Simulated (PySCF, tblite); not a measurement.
# C5H11NSi: geometry, infrared bands and NMR shifts

What infrared bands and NMR shifts should C5H11NSi (`C=C1[SiH2][C@H]1N(C)C`) show?

The runs use tblite 0.8.0 and PySCF 2.14.0, with density-fitted response routines of our own; the level of theory stands in each step. All values are computed, except where a source is named. Atoms count from 0, in the outputs and in this text.

## Step 1: Starting geometry

18 atoms, charge 0, multiplicity 1; geometry from: force field or distance geometry start.

Bonds of the start (Å): C0–C1 1.33, C1–Si2 1.85, Si2–C3 1.85, C3–N4 1.43, N4–C5 1.46, N4–C6 1.47, C3–C1 1.49, C0–H7 1.09, C0–H8 1.07, Si2–H9 1.45, Si2–H10 1.47, C3–H11 1.14, C5–H12 1.10, C5–H13 1.12, C5–H14 1.12, C6–H15 1.10, C6–H16 1.10, C6–H17 1.11.

## Step 2: Relaxing the molecule with GFN2-xTB

Job settings and geometry (Å):

```
{"job": {"kind": "relax", "xc": "GFN2-xTB", "basis": "xTB"}, "charge": 0, "multiplicity": 1}
C     -1.820200     1.956600    -0.296200
C     -1.421500     0.686500    -0.361000
Si    -1.907300    -1.005400    -0.941600
C     -0.408100    -0.365800    -0.072700
N      0.870700    -0.304100    -0.700700
C      1.649700    -1.453700    -0.250500
C      1.540100     0.873400    -0.127800
H     -1.172700     2.692900     0.182100
H     -2.761900     2.282900    -0.694800
H     -1.990500    -1.080400    -2.383800
H     -2.865500    -1.769100    -0.127100
H     -0.317100    -0.571100     1.042900
H      2.633800    -1.174100     0.144900
H      1.813900    -2.094700    -1.156700
H      1.036300    -2.021300     0.493600
H      2.621100     0.680600    -0.211700
H      1.280000     1.742400    -0.741700
H      1.210500     0.930800     0.926600
```

Launch:

```
OMP_NUM_THREADS=1 python probes_run.py task.json out
```

The driver reads the jobs from task.json and runs them one after another.

**Question.** This job is followed by: GFN2-xTB harmonic vibrations, gas phase; GIAO PBE0/pcSseg-1 NMR shielding, non-relativistic, gas phase. Predict these results of the whole session: strongest single infrared mode (GFN2-xTB); zero-point energy (GFN2-xTB); 13C shifts against TMS (PBE0/pcSseg-1, means over atoms taken as alike); 1H shifts against TMS (PBE0/pcSseg-1, means over atoms taken as alike); 29Si shifts against TMS (PBE0/pcSseg-1); 15N shifts against NH3 (PBE0/pcSseg-1); surface potential, 1st and 99th percentile.

**Answer**, as computed:

| quantity | value |
| --- | --- |
| strongest single infrared mode (GFN2-xTB) | 2334 cm⁻¹, 308 km/mol |
| zero-point energy (GFN2-xTB) | 90.0 kcal/mol |
| 13C shifts against TMS (PBE0/pcSseg-1, means over atoms taken as alike) | 151.7, 134.1, 48.2, 46.9 ppm |
| 1H shifts against TMS (PBE0/pcSseg-1, means over atoms taken as alike) | 6.79, 6.61, 3.20, 3.11, 2.41, 2.22 ppm |
| 29Si shifts against TMS (PBE0/pcSseg-1) | -140.5 ppm |
| 15N shifts against NH3 (PBE0/pcSseg-1) | 47.7 ppm |
| surface potential, 1st and 99th percentile | -1.34 V and 0.98 V |

In words: Relaxing lowered the energy by 0.748 eV in 95 steps; the close pair that moved most is Si2–C3, from 1.847 to 1.909 Å. All 48 modes are real, so the xTB geometry is a minimum. The strongest single mode, at 2334 cm⁻¹, moves mainly H10. GFN2-xTB is a fitted tight-binding method: band positions and strengths are rough. Its intensities can rank the bands wrongly. C1 (fully substituted alkene carbon) lies farthest downfield among carbon, at 151.7 ppm; an sp2 carbon of a C=C bond. At PBE0/pcSseg-1: Shielding is most anisotropic at Si2 (span 280 ppm, paramagnetic term -393 ppm). At PBE0/pcSseg-1, counted by nearest atom on the grid, the HOMO lies on N4 52 %; H11 8 %, the LUMO on C0, C1 about 27 % each; Si2 8 %.
